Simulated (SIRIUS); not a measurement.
A run of SIRIUS 7.12.0:

sirius.json

```json
{
  "control": {
    "processing_unit": "cpu",
    "std_evp_solver_name": "lapack",
    "gen_evp_solver_name": "lapack",
    "verbosity": 2,
    "print_forces": true,
    "ortho_rf": true,
    "use_second_variation": true,
    "rmt_max": 3.0,
    "num_bands_to_print": 24,
    "save_wf": true
  },
  "parameters": {
    "electronic_structure_method": "full_potential_lapwlo",
    "xc_functionals": ["XC_GGA_X_PBE", "XC_GGA_C_PBE"],
    "core_relativity": "dirac",
    "valence_relativity": "iora",
    "num_fv_states": 27,
    "smearing": "fermi_dirac",
    "smearing_width": 0.0018374661,
    "pw_cutoff": 20,
    "gk_cutoff": 3.93,
    "lmax_apw": 11,
    "lmax_rho": 8,
    "lmax_pot": 8,
    "num_mag_dims": 0,
    "auto_rmt": 0,
    "ngridk": [9, 9, 9],
    "shiftk": [0, 0, 0],
    "num_dft_iter": 80,
    "energy_tol": 1e-07,
    "density_tol": 1e-05,
    "use_symmetry": true
  },
  "settings": {"tol_ne": 1e-10},
  "iterative_solver": {"type": "exact"},
  "mixer": {"type": "anderson", "beta": 0.5, "max_history": 8},
  "unit_cell": {
    "lattice_vectors": [[0.0, 4.8418751738, 4.8418751738], [4.8418751738, 0.0, 4.8418751738], [4.8418751738, 4.8418751738, 0.0]],
    "atom_types": ["Cu", "Nb"],
    "atom_files": {"Cu": "Cu.json", "Nb": "Nb.json"},
    "atoms": {"Cu": [[0.493934, 0.48823, 0.502731]], "Nb": [[-0.004312, -0.00536, 0.003848]]}
  }
}
```

The input Cu.json:

```json
{
  "name": "copper",
  "symbol": "Cu",
  "number": 29,
  "mass": 63.546,
  "rmin": 1e-06,
  "rmt": 2.24,
  "nrmt": 800,
  "rinf": 15.61,
  "core": "1s2s2p",
  "valence": [
    {"basis": [{"enu": 0.11, "dme": 0, "n": 0, "auto": 0}, {"enu": 0.11, "dme": 1, "n": 0, "auto": 0}]},
    {"l": 0, "n": 1, "basis": [{"enu": 0.21, "dme": 0, "n": 0, "auto": 0}]},
    {"l": 1, "n": 2, "basis": [{"enu": 0.21, "dme": 0, "n": 0, "auto": 0}]},
    {"l": 2, "n": 3, "basis": [{"enu": 0.21, "dme": 0, "n": 0, "auto": 0}]},
    {"l": 3, "n": 4, "basis": [{"enu": 0.21, "dme": 0, "n": 0, "auto": 0}]}
  ],
  "lo": [
    {"l": 0, "basis": [{"enu": 0.21, "dme": 0, "n": 0, "auto": 0}, {"enu": 0.21, "dme": 1, "n": 0, "auto": 0}]},
    {
      "l": 0,
      "basis": [{"enu": -3.7959, "dme": 0, "n": 3, "auto": 1}, {"enu": -3.7959, "dme": 1, "n": 3, "auto": 1}]
    },
    {
      "l": 0,
      "basis": [{"enu": -3.7959, "dme": 1, "n": 3, "auto": 1}, {"enu": 0.21, "dme": 0, "n": 0, "auto": 0}]
    },
    {"l": 0, "basis": [{"enu": 0.21, "dme": 0, "n": 0, "auto": 0}, {"enu": 3.3988, "dme": 0, "n": 0, "auto": 0}]},
    {"l": 1, "basis": [{"enu": 0.21, "dme": 0, "n": 0, "auto": 0}, {"enu": 0.21, "dme": 1, "n": 0, "auto": 0}]},
    {
      "l": 1,
      "basis": [{"enu": -2.2553, "dme": 0, "n": 3, "auto": 1}, {"enu": -2.2553, "dme": 1, "n": 3, "auto": 1}]
    },
    {
      "l": 1,
      "basis": [{"enu": -2.2553, "dme": 1, "n": 3, "auto": 1}, {"enu": 0.21, "dme": 0, "n": 0, "auto": 0}]
    },
    {"l": 1, "basis": [{"enu": 0.21, "dme": 0, "n": 0, "auto": 0}, {"enu": 3.8771, "dme": 0, "n": 0, "auto": 0}]},
    {"l": 2, "basis": [{"enu": 0.21, "dme": 0, "n": 0, "auto": 0}, {"enu": 0.21, "dme": 1, "n": 0, "auto": 0}]},
    {"l": 2, "basis": [{"enu": 0.21, "dme": 1, "n": 0, "auto": 0}, {"enu": 0.21, "dme": 2, "n": 0, "auto": 0}]},
    {"l": 2, "basis": [{"enu": 0.21, "dme": 0, "n": 0, "auto": 0}, {"enu": 3.3191, "dme": 0, "n": 0, "auto": 0}]},
    {"l": 3, "basis": [{"enu": 0.21, "dme": 0, "n": 0, "auto": 0}, {"enu": 0.21, "dme": 1, "n": 0, "auto": 0}]},
    {"l": 3, "basis": [{"enu": 0.21, "dme": 0, "n": 0, "auto": 0}, {"enu": 3.6778, "dme": 0, "n": 0, "auto": 0}]}
  ],
  "free_atom": [... radial grid and density of the free atom, the start of the SCF ...]
}
```

Nb.json

```json
{
  "name": "niobium",
  "symbol": "Nb",
  "number": 41,
  "mass": 92.90638,
  "rmin": 1e-06,
  "rmt": 2.38,
  "nrmt": 800,
  "rinf": 17.91,
  "core": "1s2s2p3s3p3d",
  "valence": [
    {"basis": [{"enu": 0.11, "dme": 0, "n": 0, "auto": 0}, {"enu": 0.11, "dme": 1, "n": 0, "auto": 0}]},
    {"l": 0, "n": 1, "basis": [{"enu": 0.21, "dme": 0, "n": 0, "auto": 0}]},
    {"l": 1, "n": 2, "basis": [{"enu": 0.21, "dme": 0, "n": 0, "auto": 0}]},
    {"l": 2, "n": 3, "basis": [{"enu": 0.21, "dme": 0, "n": 0, "auto": 0}]},
    {"l": 3, "n": 4, "basis": [{"enu": 0.21, "dme": 0, "n": 0, "auto": 0}]}
  ],
  "lo": [
    {"l": 0, "basis": [{"enu": 0.21, "dme": 0, "n": 0, "auto": 0}, {"enu": 0.21, "dme": 1, "n": 0, "auto": 0}]},
    {
      "l": 0,
      "basis": [{"enu": -1.8146, "dme": 0, "n": 4, "auto": 1}, {"enu": -1.8146, "dme": 1, "n": 4, "auto": 1}]
    },
    {
      "l": 0,
      "basis": [{"enu": -1.8146, "dme": 1, "n": 4, "auto": 1}, {"enu": 0.21, "dme": 0, "n": 0, "auto": 0}]
    },
    {"l": 0, "basis": [{"enu": 0.21, "dme": 0, "n": 0, "auto": 0}, {"enu": 3.0347, "dme": 0, "n": 0, "auto": 0}]},
    {"l": 1, "basis": [{"enu": 0.21, "dme": 0, "n": 0, "auto": 0}, {"enu": 0.21, "dme": 1, "n": 0, "auto": 0}]},
    {
      "l": 1,
      "basis": [{"enu": -0.9422, "dme": 0, "n": 4, "auto": 1}, {"enu": -0.9422, "dme": 1, "n": 4, "auto": 1}]
    },
    {
      "l": 1,
      "basis": [{"enu": -0.9422, "dme": 1, "n": 4, "auto": 1}, {"enu": 0.21, "dme": 0, "n": 0, "auto": 0}]
    },
    {"l": 1, "basis": [{"enu": 0.21, "dme": 0, "n": 0, "auto": 0}, {"enu": 3.4584, "dme": 0, "n": 0, "auto": 0}]},
    {"l": 2, "basis": [{"enu": 0.21, "dme": 0, "n": 0, "auto": 0}, {"enu": 0.21, "dme": 1, "n": 0, "auto": 0}]},
    {"l": 2, "basis": [{"enu": 0.21, "dme": 1, "n": 0, "auto": 0}, {"enu": 0.21, "dme": 2, "n": 0, "auto": 0}]},
    {"l": 2, "basis": [{"enu": 0.21, "dme": 0, "n": 0, "auto": 0}, {"enu": 2.964, "dme": 0, "n": 0, "auto": 0}]},
    {"l": 3, "basis": [{"enu": 0.21, "dme": 0, "n": 0, "auto": 0}, {"enu": 0.21, "dme": 1, "n": 0, "auto": 0}]},
    {"l": 3, "basis": [{"enu": 0.21, "dme": 0, "n": 0, "auto": 0}, {"enu": 3.2818, "dme": 0, "n": 0, "auto": 0}]}
  ],
  "free_atom": [... radial grid and density of the free atom, the start of the SCF ...]
}
```

sirius_start.json

```json
{
  "control": {
    "processing_unit": "cpu",
    "std_evp_solver_name": "lapack",
    "gen_evp_solver_name": "lapack",
    "verbosity": 1,
    "print_forces": false,
    "ortho_rf": true,
    "use_second_variation": true,
    "rmt_max": 3.0,
    "num_bands_to_print": 24,
    "save_wf": false
  },
  "parameters": {
    "electronic_structure_method": "full_potential_lapwlo",
    "xc_functionals": ["XC_LDA_X", "XC_LDA_C_PW"],
    "core_relativity": "dirac",
    "valence_relativity": "iora",
    "num_fv_states": 27,
    "smearing": "fermi_dirac",
    "smearing_width": 0.0055123983,
    "pw_cutoff": 20,
    "gk_cutoff": 3.14,
    "lmax_apw": 11,
    "lmax_rho": 8,
    "lmax_pot": 8,
    "num_mag_dims": 0,
    "auto_rmt": 0,
    "ngridk": [4, 4, 4],
    "shiftk": [0, 0, 0],
    "num_dft_iter": 30,
    "energy_tol": 0.01,
    "density_tol": 0.05,
    "use_symmetry": true
  },
  "settings": {"tol_ne": 1e-10},
  "iterative_solver": {"type": "exact"},
  "mixer": {"type": "anderson", "beta": 0.5, "max_history": 8},
  "unit_cell": {
    "lattice_vectors": [[0.0, 4.8418751738, 4.8418751738], [4.8418751738, 0.0, 4.8418751738], [4.8418751738, 4.8418751738, 0.0]],
    "atom_types": ["Cu", "Nb"],
    "atom_files": {"Cu": "Cu.json", "Nb": "Nb.json"},
    "atoms": {"Cu": [[0.493934, 0.48823, 0.502731]], "Nb": [[-0.004312, -0.00536, 0.003848]]}
  }
}
```

Potentials or basis: all-electron FP-LAPW, apw+lo standard.

The run is started by

```console
$ OMP_NUM_THREADS=1 sirius.scf --input=sirius_start.json --output=start.json
$ OMP_NUM_THREADS=1 sirius.scf --input=sirius.json --output=output.json --task=1
```

Hardware: 1 thread of Arm Neoverse V1, with other jobs on the host.

Q: How long does it take, and how much memory?

A: Run time: 9.4 min on 1 thread of Arm Neoverse V1 (shared host), peak memory 1.6 GiB. Counts: scf iterations 12, k points 365, plane waves 259, basis 349, bands 27.
